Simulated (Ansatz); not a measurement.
# AsH+ (doublet): PBE, BLYP, r2SCAN over a scan of the distance As1–H2, cc-pVQZ, part 3 of 3

Ansatz 0.2.0, Gaussian basis; cc-pVQZ, all electrons in the functionals.

### 28 r2SCAN, 1.902 Å

in.yaml reads:

```yaml
crystal:
  periodic: [false, false, false]
  atoms:
    - {symbol: As, position_ang: [0.000000, 0.000000, 0.000000]}
    - {symbol: H, position_ang: [0.000000, 0.000000, 1.902000]}
basis:
  gaussian: {orbitals: cc-pVQZ}
total_charge: 1
magnetization: {spin_polarized: true, initial_magnetization: 1}
hamiltonian: {xc: {name: r2SCAN}}
```

On the command line:

```
$ ansatz run in.yaml --threads 2 --pin off --events-out ev --progress --plain --max-ram 15360MiB --backend cuda --devices 0, --max-vram 18GiB
```

What it wrote, shortened:

```text
Functional definition: r2SCAN
  name "r2SCAN"
  cite "Furness, Kaplan, Ning, Perdew & Sun, J. Phys. Chem. Lett. 11, 8208 (2020) doi:10.1021/acs.jpclett.0c02405"
  cite "Furness, Kaplan, Ning, Perdew & Sun, J. Phys. Chem. Lett. 11, 9248 (2020) doi:10.1021/acs.jpclett.0c03077"
  parent r2scan
[...]
480 factors; their error is unknown
[...]
mean field -60846.38614894 eV, -2236.0634478118 hartree, gradient 1.4e-5 eV, S^2 0.758868; 4 other end points of the search recorded, 0 dependent functions left out
reference -60846.38616212 eV, -2236.0634482961 hartree; 17, 16 occupied and 81, 82 virtual orbitals, 480 factors
Total energy: -60846.38616212 eV, -2236.0634482961 hartree
```

Run time: 4 s. Hardware: 1 × H100 (card shared with other runs) with 2 threads of AMD EPYC 7R13, shared host; peak host memory 0.78 GiB.

From the report: ⟨S²⟩ of the determinant 0.759 (pure doublet: 0.75).

From 1.535 Å: +16.6 kcal/mol.

### 29 r2SCAN, 2.135 Å

in.yaml: that of step 28 with these lines changed.

```diff
@@ -4,3 +4,3 @@
     - {symbol: As, position_ang: [0.000000, 0.000000, 0.000000]}
-    - {symbol: H, position_ang: [0.000000, 0.000000, 1.902000]}
+    - {symbol: H, position_ang: [0.000000, 0.000000, 2.135000]}
 basis:
```

Same command.

What it wrote, shortened:

```text
Functional definition: r2SCAN
  name "r2SCAN"
  cite "Furness, Kaplan, Ning, Perdew & Sun, J. Phys. Chem. Lett. 11, 8208 (2020) doi:10.1021/acs.jpclett.0c02405"
  cite "Furness, Kaplan, Ning, Perdew & Sun, J. Phys. Chem. Lett. 11, 9248 (2020) doi:10.1021/acs.jpclett.0c03077"
  parent r2scan
[...]
480 factors; their error is unknown
[...]
mean field -60845.67120706 eV, -2236.0371741823 hartree, gradient 7.9e-6 eV, S^2 0.785582; 13 other end points of the search recorded, 0 dependent functions left out
reference -60845.67122053 eV, -2236.0371746773 hartree; 17, 16 occupied and 81, 82 virtual orbitals, 480 factors
Total energy: -60845.67122053 eV, -2236.0371746773 hartree
```

Wall time 6.5 s (1 × H100 (card shared with other runs) with 2 threads of AMD EPYC 7R13, shared host); peak host memory 0.79 GiB.

From the report: ⟨S²⟩ of the determinant 0.786 (pure doublet: 0.75).

From 1.535 Å: +33.1 kcal/mol.

### 30 r2SCAN, 2.426 Å

in.yaml reads:

```yaml
crystal:
  periodic: [false, false, false]
  atoms:
    - {symbol: As, position_ang: [0.000000, 0.000000, 0.000000]}
    - {symbol: H, position_ang: [0.000000, 0.000000, 2.426000]}
basis:
  gaussian: {orbitals: cc-pVQZ}
total_charge: 1
magnetization: {spin_polarized: true, initial_magnetization: 1}
hamiltonian: {xc: {name: r2SCAN}}
output: {forces: true}
```

Same command.

What it wrote, shortened:

```text
Functional definition: r2SCAN
  name "r2SCAN"
  cite "Furness, Kaplan, Ning, Perdew & Sun, J. Phys. Chem. Lett. 11, 8208 (2020) doi:10.1021/acs.jpclett.0c02405"
  cite "Furness, Kaplan, Ning, Perdew & Sun, J. Phys. Chem. Lett. 11, 9248 (2020) doi:10.1021/acs.jpclett.0c03077"
  parent r2scan
[...]
480 factors; their error is unknown
[...]
mean field -60844.96643048 eV, -2236.0112741208 hartree, gradient 1.7e-5 eV, S^2 1.262749; 11 other end points of the search recorded, 0 dependent functions left out
[...]
reference -60844.96644489 eV, -2236.0112746501 hartree; 17, 16 occupied and 81, 82 virtual orbitals, 480 factors
Total energy: -60844.96644489 eV, -2236.0112746501 hartree
Atom 0 at     0.000000     0.000000     0.000000 Å, force    -0.000000     0.000000     1.765589 eV/Å
Atom 1 at     0.000000     0.000000     2.426000 Å, force     0.000000     0.000000    -1.765589 eV/Å
Dipole moment:    -0.001741     0.000000     0.275977 e Å
```

It took 10 s on 1 × H100 (card shared with other runs) with 2 threads of AMD EPYC 7R13, shared host; peak host memory 0.79 GiB.

From the report: ⟨S²⟩ of the determinant 1.263 (pure doublet: 0.75). The determinant is far from a pure spin state, so its energy mixes those of several spin states (harmless only where they are near-degenerate, as at dissociation).

From 1.535 Å: +49.3 kcal/mol.

### 31 r2SCAN, 2.817 Å

in.yaml: that of step 30 with these lines changed.

```diff
@@ -4,3 +4,3 @@
     - {symbol: As, position_ang: [0.000000, 0.000000, 0.000000]}
-    - {symbol: H, position_ang: [0.000000, 0.000000, 2.426000]}
+    - {symbol: H, position_ang: [0.000000, 0.000000, 2.817000]}
 basis:
```

Launched as before.

What it wrote, shortened:

```text
Functional definition: r2SCAN
  name "r2SCAN"
  cite "Furness, Kaplan, Ning, Perdew & Sun, J. Phys. Chem. Lett. 11, 8208 (2020) doi:10.1021/acs.jpclett.0c02405"
  cite "Furness, Kaplan, Ning, Perdew & Sun, J. Phys. Chem. Lett. 11, 9248 (2020) doi:10.1021/acs.jpclett.0c03077"
  parent r2scan
[...]
480 factors; their error is unknown
[...]
mean field -60844.48465193 eV, -2235.9935690855 hartree, gradient 2.5e-6 eV, S^2 1.603365; 19 other end points of the search recorded, 0 dependent functions left out
[...]
reference -60844.48466713 eV, -2235.9935696439 hartree; 17, 16 occupied and 81, 82 virtual orbitals, 480 factors
Total energy: -60844.48466713 eV, -2235.9935696439 hartree
Atom 0 at     0.000000     0.000000     0.000000 Å, force    -0.000000     0.000000     0.814850 eV/Å
Atom 1 at     0.000000     0.000000     2.817000 Å, force     0.000000    -0.000000    -0.814850 eV/Å
Dipole moment:     0.003091    -0.000000     0.366001 e Å
```

Run time: 6.5 s. Hardware: 1 × H100 (card shared with other runs) with 2 threads of AMD EPYC 7R13, shared host; peak host memory 0.79 GiB.

From the report: ⟨S²⟩ of the determinant 1.603 (pure doublet: 0.75). The determinant is far from a pure spin state, so its energy mixes those of several spin states (harmless only where they are near-degenerate, as at dissociation).

From 1.535 Å: +60.4 kcal/mol.

### 32 r2SCAN, 3.310 Å

in.yaml reads:

```yaml
crystal:
  periodic: [false, false, false]
  atoms:
    - {symbol: As, position_ang: [0.000000, 0.000000, 0.000000]}
    - {symbol: H, position_ang: [0.000000, 0.000000, 3.310000]}
basis:
  gaussian: {orbitals: cc-pVQZ}
total_charge: 1
magnetization: {spin_polarized: true, initial_magnetization: 1}
hamiltonian: {xc: {name: r2SCAN}}
```

Launched as before.

What it wrote, shortened:

```text
Functional definition: r2SCAN
  name "r2SCAN"
  cite "Furness, Kaplan, Ning, Perdew & Sun, J. Phys. Chem. Lett. 11, 8208 (2020) doi:10.1021/acs.jpclett.0c02405"
  cite "Furness, Kaplan, Ning, Perdew & Sun, J. Phys. Chem. Lett. 11, 9248 (2020) doi:10.1021/acs.jpclett.0c03077"
  parent r2scan
[...]
480 factors; their error is unknown
[...]
mean field -60844.24122421 eV, -2235.9846232817 hartree, gradient 4.4e-6 eV, S^2 1.756840; 6 other end points of the search recorded, 0 dependent functions left out
reference -60844.24124017 eV, -2235.9846238682 hartree; 17, 16 occupied and 81, 82 virtual orbitals, 480 factors
Total energy: -60844.24124017 eV, -2235.9846238682 hartree
```

It took 4.7 s on 1 × H100 (card shared with other runs) with 2 threads of AMD EPYC 7R13, shared host; peak host memory 0.79 GiB.

From the report: ⟨S²⟩ of the determinant 1.757 (pure doublet: 0.75). The determinant is far from a pure spin state, so its energy mixes those of several spin states (harmless only where they are near-degenerate, as at dissociation).

From 1.535 Å: +66.0 kcal/mol.

### 33 r2SCAN, 4.081 Å

in.yaml reads:

```yaml
crystal:
  periodic: [false, false, false]
  atoms:
    - {symbol: As, position_ang: [0.000000, 0.000000, 0.000000]}
    - {symbol: H, position_ang: [0.000000, 0.000000, 4.081000]}
basis:
  gaussian: {orbitals: cc-pVQZ}
total_charge: 1
magnetization: {spin_polarized: true, initial_magnetization: 1}
hamiltonian: {xc: {name: r2SCAN}}
output: {forces: true}
```

Launched as before.

What it wrote, shortened:

```text
Functional definition: r2SCAN
  name "r2SCAN"
  cite "Furness, Kaplan, Ning, Perdew & Sun, J. Phys. Chem. Lett. 11, 8208 (2020) doi:10.1021/acs.jpclett.0c02405"
  cite "Furness, Kaplan, Ning, Perdew & Sun, J. Phys. Chem. Lett. 11, 9248 (2020) doi:10.1021/acs.jpclett.0c03077"
  parent r2scan
[...]
480 factors; their error is unknown
[...]
mean field -60844.10600965 eV, -2235.9796542384 hartree, gradient 4.2e-9 eV, S^2 1.756634; 6 other end points of the search recorded, 0 dependent functions left out
[...]
reference -60844.10602690 eV, -2235.9796548722 hartree; 17, 16 occupied and 81, 82 virtual orbitals, 480 factors
Total energy: -60844.10602690 eV, -2235.9796548722 hartree
Atom 0 at     0.000000     0.000000     0.000000 Å, force     0.000000     0.000000     0.069866 eV/Å
Atom 1 at     0.000000     0.000000     4.081000 Å, force     0.000000    -0.000000    -0.069866 eV/Å
Dipole moment:    -0.000000     0.000000     0.466294 e Å
```

Run time: 17 s. Hardware: 1 × H100 (card shared with other runs) with 2 threads of AMD EPYC 7R13, shared host; peak host memory 0.79 GiB.

From the report: ⟨S²⟩ of the determinant 1.757 (pure doublet: 0.75). The determinant is far from a pure spin state, so its energy mixes those of several spin states (harmless only where they are near-degenerate, as at dissociation).

From 1.535 Å: +69.2 kcal/mol.

### 34 r2SCAN, 5.241 Å

in.yaml reads:

```yaml
crystal:
  periodic: [false, false, false]
  atoms:
    - {symbol: As, position_ang: [0.000000, 0.000000, 0.000000]}
    - {symbol: H, position_ang: [0.000000, 0.000000, 5.241000]}
basis:
  gaussian: {orbitals: cc-pVQZ}
total_charge: 1
magnetization: {spin_polarized: true, initial_magnetization: 1}
hamiltonian: {xc: {name: r2SCAN}}
```

The command is unchanged.

What it wrote, shortened:

```text
Functional definition: r2SCAN
  name "r2SCAN"
  cite "Furness, Kaplan, Ning, Perdew & Sun, J. Phys. Chem. Lett. 11, 8208 (2020) doi:10.1021/acs.jpclett.0c02405"
  cite "Furness, Kaplan, Ning, Perdew & Sun, J. Phys. Chem. Lett. 11, 9248 (2020) doi:10.1021/acs.jpclett.0c03077"
  parent r2scan
[...]
480 factors; their error is unknown
[...]
mean field -60844.11375370 eV, -2235.9799388268 hartree, gradient 4.7e-6 eV, S^2 1.756851; 19 other end points of the search recorded, 0 dependent functions left out
reference -60844.11377258 eV, -2235.9799395207 hartree; 17, 16 occupied and 81, 82 virtual orbitals, 480 factors
Total energy: -60844.11377258 eV, -2235.9799395207 hartree
```

It took 21 s on 1 × H100 (card shared with other runs) with 2 threads of AMD EPYC 7R13, shared host; peak host memory 0.79 GiB.

From the report: ⟨S²⟩ of the determinant 1.757 (pure doublet: 0.75). The determinant is far from a pure spin state, so its energy mixes those of several spin states (harmless only where they are near-degenerate, as at dissociation).

From 1.535 Å: +69.0 kcal/mol.

### 35 Against the wave-function levels

The yardstick is UCCSDT(Q), where the cluster series has nearly closed. It and the other wave-function rows come from earlier runs at the same points. Energies in kcal/mol, counted from 1.535 Å; blanks weren't run or aren't comparable.

```
           level  1.256 Å  1.368 Å  1.535 Å  1.658 Å  1.902 Å  2.135 Å  2.426 Å  2.817 Å  3.310 Å  4.081 Å  5.241 Å
       UCCSDT(Q)     24.9      7.3      0.0      2.6     16.2     31.6     48.2                                    
             PBE     26.1      8.2      0.0      1.8     14.2     29.6     47.4     59.8     64.3     66.9     66.6
            BLYP     26.0      8.2      0.0      1.8     13.8     28.8     45.9     59.5     65.2     67.6     67.1
          r2SCAN     24.2      7.1      0.0      2.7     16.6     33.1     49.3     60.4     66.0     69.2     69.0
             RHF     23.2      6.1      0.0      3.8     20.7     40.7     65.2                                    
             UHF     23.2      6.2      0.0      3.8     20.3     34.5     42.5     45.8     47.6     48.7     49.0
            RMP2     23.9      6.6      0.0      3.3     18.7     36.9     58.2     80.5     97.4    104.5     92.2
            UMP2     24.0      6.7      0.0      3.2     19.1     41.7     55.9     62.9     65.4     66.9     67.3
           RCCSD     24.7      7.1      0.0      2.8     16.7     32.8     50.4     66.0     71.1     71.3     71.4
        RCCSD(T)     24.9      7.3      0.0      2.6     16.3     31.8     48.6     62.6     69.0     70.5     70.7
        UCCSD(T)     24.8      7.3      0.0      2.6     16.3     32.1     49.6     64.1     69.7     71.3     71.7
       RCCSDT(Q)     24.9      7.3      0.0      2.6     16.2     31.6     48.1     62.1     68.8              72.0
  CASSCF valence     25.5      7.7      0.0      2.2     14.7     29.0     43.9     55.7     61.1     62.9     63.2
  NEVPT2 valence     25.2      7.5      0.0      2.4     15.6     30.6     46.6     59.7     66.0     69.0     69.4
MRCISD+Q valence     24.7      7.2      0.0      2.7     16.3     31.8     48.4     62.3     69.1     71.8
```

Largest miss and mean time a point (UCCSDT(Q) took 13 s a point; shared hosts):

```
           level  largest miss (kcal/mol)    where  time a point
             PBE                     -2.0  2.135 Å         7.6 s
            BLYP                     -2.9  2.135 Å           5 s
          r2SCAN                     +1.4  2.135 Å         7.7 s
             RHF                    +17.0  2.426 Å              
             UHF                     -5.7  2.426 Å              
            RMP2                    +10.0  2.426 Å              
            UMP2                    +10.0  2.135 Å              
           RCCSD                     +2.2  2.426 Å              
        RCCSD(T)                     +0.4  2.426 Å          28 s
        UCCSD(T)                     +1.4  2.426 Å          36 s
       RCCSDT(Q)                     -0.1  2.426 Å          13 s
  CASSCF valence                     -4.3  2.426 Å              
  NEVPT2 valence                     -1.6  2.426 Å         7.1 s
MRCISD+Q valence                     +0.2  2.426 Å           3 s
```

### 36 What came out

The summary covers parts 1 to 3.

| quantity | value |
| --- | --- |
| span of the UCCSDT(Q) curve (points where it is known) | 48.2 kcal/mol |
| largest miss, PBE | -2.0 kcal/mol (2.135 Å) |
| largest miss, BLYP | -2.9 kcal/mol (2.135 Å) |
| largest miss, r2SCAN | +1.4 kcal/mol (2.135 Å) |
| largest miss, RCCSD(T) | +0.4 kcal/mol (2.426 Å) |
| largest miss, UCCSD(T) | +1.4 kcal/mol (2.426 Å) |

**Reading.** Misses are known at 6 of 10 points at best, and only functionals with that many are ranked. Of the functionals, r2SCAN keep the smallest largest miss at the points compared (at most 1.4 kcal/mol) and BLYP strays most (2.9 kcal/mol, at 2.135 Å). PBE, BLYP, r2SCAN clearly break the spin symmetry at some points (⟨S²⟩ up to 1.01 above the pure value), so energy there is bought with a mixed spin. Functionals and the yardstick converge differently with the basis, so part of each miss in cc-pVQZ is the basis.
